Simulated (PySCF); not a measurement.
**CH5GaO (SMILES C[O][GaH2]): revPBE/cc-pVDZ**

Aim: the energy change on altering one bond length of CH5GaO at revPBE/cc-pVDZ, from 2 runs. The job is set up through a Python script.

The results are computed with PySCF 2.14.0.

3 further runs of the same task are left out: 3 set aside as unsound or not needed.

### 1 The structure to begin with

The species is CH5GaO (8 atoms), meant as a singlet with charge 0. SMILES: `C[O][GaH2]`. Geometry: relaxed at PBE0-D4/def2-TZVP.

Bond lengths: C1–O2 1.402 Å, O2–Ga3 1.782 Å, C1–H4 1.096 Å, C1–H5 1.099 Å, C1–H6 1.096 Å, Ga3–H7 1.565 Å, Ga3–H8 1.555 Å. Angles: C1–O2–Ga3 123.8°, O2–C1–H4 110.0°, O2–C1–H5 113.2°, O2–C1–H6 110.0°, O2–Ga3–H7 115.8°, O2–Ga3–H8 113.9°, H4–C1–H5 107.8°, H4–C1–H6 107.8°, H5–C1–H6 107.8°, H7–Ga3–H8 130.3°.

### 2 A single-point energy at revPBE/cc-pVDZ

File calc.py:

```python
# C[O][GaH2]
from pyscf import gto, dft

molecule = gto.M(
    atom='''
C     -1.165583     1.837948    -0.799165
O     -1.332824    -0.516840     0.403457
Ga     1.328855    -2.460423     1.094718
H     -2.268049     1.817917    -2.552264
H      0.782725     2.373874    -1.278589
H     -1.947552     3.314958     0.423866
H      3.956898    -1.384791     0.270042
H      0.645719    -4.982641     2.437936
''',
    basis='cc-pvdz',
    max_memory=1860,
    spin=0,
    unit='bohr',
    charge=0,
    verbose=3,
)

mf = dft.RKS(molecule)
mf.xc = 'revpbe'
mf.grids.level = 5
mf.conv_tol = 1e-10
mf.kernel()
if not mf.converged:
    mf = mf.newton().run(mf.mo_coeff, mf.mo_occ)

e_tot = mf.e_tot
print('E(%s) = %.9f' % ('REVPBE', e_tot))
```

Run with:

```sh
OMP_NUM_THREADS=1 python calc.py
```

What it wrote:

```text
converged SCF energy = -2040.97379744559
E(REVPBE) = -2040.973797446
```

Wall time 14 s (1 thread of Intel Xeon Platinum 8375C at 2.90GHz (Ice Lake), shared host); peak memory 0.41 GiB.

### 3 The distorted shape, same level

File job.py:

```python
from pyscf import gto, dft

system = gto.M(
    atom='''
C     -0.834872     1.843957    -0.273281
O     -1.002112    -0.510831     0.929341
Ga     1.659567    -2.454414     1.620603
H     -2.268049     1.817917    -2.552264
H      1.113436     2.379883    -0.752704
H     -1.616840     3.320967     0.949750
H      4.287609    -1.378782     0.795926
H      0.976431    -4.976632     2.963820
''',
    charge=0,
    max_memory=1860,
    basis='cc-pvdz',
    spin=0,
    verbose=3,
    unit='bohr',
)

ks = dft.RKS(system)
ks.xc = 'revpbe'
ks.grids.level = 5
ks.conv_tol = 1e-10
ks.kernel()
if not ks.converged:
    ks = ks.newton().run(ks.mo_coeff, ks.mo_occ)

e_tot = ks.e_tot
print('E(%s) = %.9f' % ('REVPBE', e_tot))
```

Run with:

```sh
OMP_NUM_THREADS=1 python job.py
```

What it wrote:

```text
converged SCF energy = -2040.94408906484
E(REVPBE) = -2040.944089065
```

Wall time 16 s (1 thread of Intel Xeon Platinum 8375C at 2.90GHz (Ice Lake), shared host); peak memory 0.41 GiB.

### 4 Outcome

At revPBE/cc-pVDZ:

| quantity | value |
| --- | --- |
| first shape: total energy | -2040.97380 Eh |
| first shape: dipole moment | 0.96 D |
| first shape: HOMO energy | -6.22 eV |
| first shape: LUMO energy | -1.78 eV |
| first shape: HOMO–LUMO gap | 4.44 eV |
| distorted shape: total energy | -2040.94409 Eh |
| distorted shape: dipole moment | 1.16 D |
| distorted shape: HOMO energy | -6.17 eV |
| distorted shape: LUMO energy | -1.90 eV |
| distorted shape: HOMO–LUMO gap | 4.27 eV |
| energy change with the C1–H4 bond stretched from 1.096 to 1.425 Å | 0.808 eV |

In words: With the C1–H4 bond stretched from 1.096 to 1.425 Å the energy rises by 0.81 eV (78.0 kJ/mol). The first shape isn't relaxed at this level, so the change isn't measured from a minimum. Mulliken charges (first shape) run from -0.42 on O2 to +0.37 on Ga3.
